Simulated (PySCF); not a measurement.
# H9N3Y (Y(NH3)33+): the cost of one run

Program: PySCF 2.14.0. Level of theory: PBE0, Y def2-SVP with ECP28, N def2-SVP, H def2-SVP; scalar-relativistic core potentials, no spin–orbit coupling. These are calculated values, not measurements.

1 further run of the same task is left out (for a known fault of the program).

**1. Starting geometry**

13 atoms, charge 3, spin multiplicity 1.

Bond lengths: Y1–N2 2.360 Å, Y1–N6 2.360 Å, Y1–N10 2.360 Å, N2–H3 1.037 Å, N2–H4 1.038 Å, N2–H5 1.037 Å, N6–H7 1.037 Å, N6–H8 1.038 Å, N6–H9 1.037 Å, N10–H11 1.037 Å, N10–H12 1.038 Å, N10–H13 1.037 Å. Angles: N2–Y1–N6 112.1°, N2–Y1–N10 112.1°, N6–Y1–N10 112.1°, Y1–N2–H3 116.2°, Y1–N2–H4 114.8°, Y1–N2–H5 115.7°, H3–N2–H4 102.7°, H3–N2–H5 102.9°, H4–N2–H5 102.7°, Y1–N6–H7 116.2°, Y1–N6–H8 114.8°, Y1–N6–H9 115.7°, H7–N6–H8 102.7°, H7–N6–H9 102.9°, H8–N6–H9 102.7°, Y1–N10–H11 116.2°, Y1–N10–H12 114.8°, Y1–N10–H13 115.7° and more.

As a file:

```xyz
13
H9N3Y
Y     0.00000    0.00000   -0.57596
N     2.26133   -0.00042    0.10088
H     2.48464   -0.55366    0.94902
H     2.92654   -0.37872   -0.60087
H     2.66502    0.92940    0.31889
N    -1.13030    1.95858    0.10088
H    -0.76284    2.42860    0.94902
H    -1.13529    2.72382   -0.60087
H    -2.13740    1.84327    0.31889
N    -1.13103   -1.95816    0.10088
H    -1.72181   -1.87493    0.94902
H    -1.79125   -2.34510   -0.60087
H    -0.52762   -2.77268    0.31889
```

Formal oxidation states: Y +3. An earlier session relaxed this geometry at PBE0, Y def2-SVP with ECP28, N def2-SVP, H def2-SVP (singlet, point group C3).

Its energy there is -206.639374 Eh.

**2. One electron removed, multiplicity 2**

Input file run.py (the lines that set the calculation):

```python
mol = gto.M(atom='''
Y      0.00000     0.00000    -0.57596
N      2.26133    -0.00042     0.10088
H      2.48464    -0.55366     0.94902
H      2.92654    -0.37872    -0.60087
H      2.66502     0.92940     0.31889
N     -1.13030     1.95858     0.10088
H     -0.76284     2.42860     0.94902
H     -1.13529     2.72382    -0.60087
H     -2.13740     1.84327     0.31889
N     -1.13103    -1.95816     0.10088
H     -1.72181    -1.87493     0.94902
H     -1.79125    -2.34510    -0.60087
H     -0.52762    -2.77268     0.31889''',
    basis={'Y': 'def2-SVP', 'N': 'def2-SVP', 'H': 'def2-SVP'},
    ecp={'Y': 'def2-SVP'},
    charge=4, spin=1)
mf = dft.UKS(mol, xc='PBE0')
mf.grids.atom_grid = (50, 194)
mf = mf.density_fit()  # fitting sets: Y def2-universal-JKFIT, N def2-universal-JKFIT, H def2-universal-JKFIT
mf.conv_tol = 1e-08; mf.max_cycle = 55
mf.kernel(dm0)  # dm0: the density of the relaxed state
```

Command:

```sh
> OMP_NUM_THREADS=2 python run.py
```

**Question.** How long does this run take on 2 threads of Intel Xeon at 2.50GHz (Skylake/Cascade Lake), shared host?

About 16 s.
